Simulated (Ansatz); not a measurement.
**SiEt(NHMe)3 (C5H17N3Si): geometry, orbitals and charge**

Aim: characterise SiEt(NHMe)3 (C5H17N3Si) as a singlet: its structure, frontier levels and distribution of charge.

Program: Ansatz 0.2.0, Gaussian basis. Level of theory: RKS PBE0-D4/def2-TZVP. These are calculated values, not measurements.

Levels to be run: relaxation at PBE-D4/def2-SVP; a single point at PBE0-D4/def2-TZVP.

2 further runs of the same task are left out: 2 set aside as unsound or not needed. Runs told in other sessions of the task aren't counted.

### Step 1. The starting structure

26 atoms, charge 0, spin multiplicity 1.

Atoms are counted from 1 here; the program's logs count them from 0.

Bond lengths: Si1–C2 1.907 Å, Si1–N9 1.728 Å, Si1–N15 1.733 Å, Si1–N21 1.731 Å, C2–C3 1.524 Å, C2–H4 1.090 Å, C2–H5 1.090 Å, C3–H6 1.090 Å, C3–H7 1.087 Å, C3–H8 1.087 Å, N9–C10 1.443 Å, N9–H11 1.009 Å, C10–H12 1.096 Å, C10–H13 1.086 Å, C10–H14 1.093 Å, N15–C16 1.443 Å, N15–H17 1.009 Å, C16–H18 1.097 Å and more. Angles: C2–Si1–N9 118.0°, C2–Si1–N15 107.9°, C2–Si1–N21 104.9°, N9–Si1–N15 101.2°, N9–Si1–N21 104.5°, N15–Si1–N21 121.1°, Si1–C2–C3 112.1°, Si1–C2–H4 109.7°, Si1–C2–H5 110.9°, C3–C2–H4 108.9°, C3–C2–H5 108.9°, H4–C2–H5 106.2°, C2–C3–H6 111.3°, C2–C3–H7 110.4°, C2–C3–H8 110.4°, H6–C3–H7 108.2°, H6–C3–H8 108.5°, H7–C3–H8 108.0° and more.

The start is a GFN2-xTB geometry.

### Step 2. Optimising with PBE-D4/def2-SVP

Contents of in.yaml:

```yaml
crystal:
  periodic: [false, false, false]
  atoms:
    - {symbol: Si, position_ang: [-0.051050, -0.025300, -0.070050]}
    - {symbol: C, position_ang: [-0.091780, -0.061780, 1.836630]}
    - {symbol: C, position_ang: [0.613790, 1.141730, 2.449360]}
    - {symbol: H, position_ang: [0.386630, -0.973250, 2.196370]}
    - {symbol: H, position_ang: [-1.118590, -0.092380, 2.202390]}
    - {symbol: H, position_ang: [0.567860, 1.114620, 3.537780]}
    - {symbol: H, position_ang: [1.660060, 1.158260, 2.153260]}
    - {symbol: H, position_ang: [0.153950, 2.065410, 2.107860]}
    - {symbol: N, position_ang: [1.491790, 0.033550, -0.846880]}
    - {symbol: C, position_ang: [2.456860, -1.032140, -0.718600]}
    - {symbol: H, position_ang: [1.941440, 0.935430, -0.887900]}
    - {symbol: H, position_ang: [3.063030, -0.951980, 0.191400]}
    - {symbol: H, position_ang: [1.921020, -1.976650, -0.688710]}
    - {symbol: H, position_ang: [3.129490, -1.034700, -1.579910]}
    - {symbol: N, position_ang: [-0.746450, 1.474030, -0.590320]}
    - {symbol: C, position_ang: [-2.052970, 1.933750, -0.186470]}
    - {symbol: H, position_ang: [-0.522300, 1.778010, -1.526080]}
    - {symbol: H, position_ang: [-2.861010, 1.512000, -0.797710]}
    - {symbol: H, position_ang: [-2.225250, 1.642720, 0.846640]}
    - {symbol: H, position_ang: [-2.107090, 3.023220, -0.253250]}
    - {symbol: N, position_ang: [-0.725850, -1.541980, -0.559880]}
    - {symbol: C, position_ang: [-0.850580, -1.955140, -1.937780]}
    - {symbol: H, position_ang: [-1.417540, -1.978910, 0.029250]}
    - {symbol: H, position_ang: [-1.805010, -1.650760, -2.384140]}
    - {symbol: H, position_ang: [-0.045520, -1.496090, -2.504860]}
    - {symbol: H, position_ang: [-0.764920, -3.041690, -2.018390]}
basis:
  gaussian: {orbitals: def2-SVP}
hamiltonian: {xc: pbe, dispersion: d4}
scf: {lower_state_search: "off"}
output: {orbitals: {seedname: orbitals}}
relax: {f_tol: 0.03, max_steps: 70}
```

On the command line:

```bash
$ ansatz run in.yaml --threads 4 --pin off --events-out ev --progress --plain --max-ram 6963MiB
```

Further steps of the session: Single point, PBE0-D4/def2-TZVP.

Before running them: what should the planned runs give, taken together? Wanted: point group; commonest bond, hydrogen aside; HOMO, LUMO at PBE0-D4/def2-TZVP; dipole at PBE-D4/def2-SVP.

The runs gave:

| quantity | value |
| --- | --- |
| point group | C1 |
| commonest bond, hydrogen aside | C–N, 3 of mean length 1.450 Å |
| HOMO, LUMO at PBE0-D4/def2-TZVP | -6.12, 0.79 eV |
| dipole at PBE-D4/def2-SVP | 0.56 D |

The molecule keeps its bonding pattern by the stored test; the atoms moved 0.14 Å (rms). No usable vibrations, so a minimum isn't proven. The point group is read from a loosely relaxed geometry; soft torsions can leave it below the true symmetry.
